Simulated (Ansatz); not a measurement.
# Molecular dynamics of In4Sb4H

The input (input.yaml):

```yaml
accuracy: low
crystal:
  lattice:
    - [9.137234, 0.0, 0.0]
    - [0.0, 6.461, 0.0]
    - [0.0, 0.0, 19.852925]
  atoms:
    - { symbol: In, position: [0.0, 0.0, 0.0503704] }
    - { symbol: Sb, position: [0.99792683, 0.30346137, 0.1569161] }
    - { symbol: In, position: [0.74761052, 0.55196286, 0.17381297] }
    - { symbol: Sb, position: [0.25, 0.75, 0.0503704] }
    - { symbol: In, position: [0.24769329, 0.55306424, 0.17402442] }
    - { symbol: Sb, position: [0.75, 0.75, 0.0503704] }
    - { symbol: In, position: [0.5, 0.0, 0.0503704] }
    - { symbol: Sb, position: [0.49767261, 0.30275694, 0.15730786] }
    - { symbol: In, position: [0.49803774, 0.06880528, 0.27820699] }
    - { symbol: Sb, position: [0.49610216, 0.27031604, 0.40369291] }
    - { symbol: In, position: [0.24676984, 0.48652211, 0.36844651] }
    - { symbol: Sb, position: [0.74786347, 0.81937681, 0.28322595] }
    - { symbol: In, position: [0.74639621, 0.48646991, 0.36921947] }
    - { symbol: Sb, position: [0.2474172, 0.82113402, 0.28337791] }
    - { symbol: In, position: [0.99731768, 0.07008235, 0.27779821] }
    - { symbol: Sb, position: [0.99711973, 0.27078082, 0.40361731] }
    - { symbol: H, position: [0.78023061, 0.22095782, 0.53069685] }
    - { symbol: H, position: [0.69731467, 0.22590844, 0.52364766] }
basis:
  ecutwfc: 420.0
kpoints:
  mp_grid: { grid: [2, 2, 1] }
hamiltonian:
  xc: lda
  pseudopotentials: { kind: paw, azcp: { folder: soft_1 } }
scf:
  occupations: { method: fermi_dirac, width: 0.05 }
  lower_state_search: "off"
md:
  timestep: 0.5
  n_steps: 300
  ensemble: nvt_langevin
  temperature: 700.0
  initial_velocities: maxwell_boltzmann
  seed: 455398
  friction: 0.005
  constraints: [{ sites: [0, 3, 5, 6] }]
```

Command:

```bash
$ ansatz run input.yaml --threads 4 --pin off --max-ram 10240MiB --backend cpu --events-out ev --progress --plain --runs-dir out
```

It starts from a relaxed structure.

Output, in part (step lines):

```
md step     0: t =     0.00 fs  T =   700.0 K  F+E_penalty+E_count = -94372.23636958 eV  E_kin = 1.266748 eV  (12 SCF iters)
md step     1: t =     0.50 fs  T =   691.4 K  F+E_penalty+E_count = -94372.23514544 eV  E_kin = 1.251113 eV  (7 SCF iters)
md step     2: t =     1.00 fs  T =   696.9 K  F+E_penalty+E_count = -94372.22946111 eV  E_kin = 1.261170 eV  (6 SCF iters)
md step     3: t =     1.50 fs  T =   701.2 K  F+E_penalty+E_count = -94372.21938780 eV  E_kin = 1.268892 eV  (6 SCF iters)
md step     4: t =     2.00 fs  T =   683.0 K  F+E_penalty+E_count = -94372.20930639 eV  E_kin = 1.235930 eV  (6 SCF iters)
md step     5: t =     2.50 fs  T =   676.9 K  F+E_penalty+E_count = -94372.20233506 eV  E_kin = 1.224961 eV  (4 SCF iters)
md step     6: t =     3.00 fs  T =   693.3 K  F+E_penalty+E_count = -94372.19735900 eV  E_kin = 1.254578 eV  (4 SCF iters)
md step     7: t =     3.50 fs  T =   654.8 K  F+E_penalty+E_count = -94372.19561100 eV  E_kin = 1.184938 eV  (4 SCF iters)
[... lines left out ...]
md step   299: t =   149.50 fs  T =   589.6 K  F+E_penalty+E_count = -94371.35870584 eV  E_kin = 1.067053 eV  (5 SCF iters)
md step   300: t =   150.00 fs  T =   590.8 K  F+E_penalty+E_count = -94371.36389709 eV  E_kin = 1.069066 eV  (7 SCF iters)
```

The steps, from the saved trajectory:

```
time (fs)  T (K)  potential energy less start (eV)
      0.0    700                             0.000
      5.0    675                             0.021
     10.0    586                             0.066
     15.0    553                             0.126
     20.0    521                             0.226
     25.0    443                             0.251
     30.0    438                             0.312
     35.0    440                             0.408
     40.0    441                             0.457
     45.0    418                             0.537
     50.0    471                             0.587
     55.0    491                             0.661
     60.0    461                             0.754
     65.0    551                             0.808
     70.0    501                             0.862
     75.0    497                             0.908
     80.0    464                             0.923
     85.0    457                             0.929
     90.0    502                             0.886
     95.0    489                             0.849
    100.0    510                             0.820
    105.0    489                             0.786
    110.0    517                             0.764
    115.0    582                             0.758
    120.0    645                             0.763
    125.0    622                             0.784
    130.0    670                             0.766
    135.0    636                             0.783
    140.0    632                             0.822
    145.0    615                             0.859
    150.0    591                             0.872
```

All steps were run. The mean temperature of the second half is 20 % below the set value. A run of 0.15 ps of so small a system gives no equilibrium averages. Limits of this set-up: thin slab, slab without dipole correction, no dispersion correction for a molecule that may bind weakly, PAW files made for another functional, low accuracy level.

Mean squared displacements from the first frame to the last: In 0.05 Å², Sb 0.05 Å², H 8.53 Å².

Last frame:

```xyz
18
Lattice="9.1372 0.0000 0.0000 0.0000 6.4610 0.0000 0.0000 0.0000 19.8529" Properties=species:S:1:pos:R:3
In 0.000 0.000 1.000
Sb 9.024 1.808 3.068
In 6.875 3.357 3.362
Sb 2.284 4.846 1.000
In 2.392 3.624 3.412
Sb 6.853 4.846 1.000
In 4.569 0.000 1.000
Sb 4.456 1.936 3.045
In 4.918 0.302 5.633
Sb 4.400 1.731 8.092
In 1.976 3.062 7.193
Sb 7.214 5.005 5.570
In 6.719 3.188 7.538
Sb 2.276 5.291 5.580
In 9.098 0.472 5.500
Sb 8.828 1.632 8.052
H 7.971 -0.758 10.225
H 7.939 -1.519 9.999
```

Time of the run: 15 min on 4 threads of Intel(R) Xeon(R) 6975P-C (Granite Rapids) (shared host), peak memory 3.1 GiB.
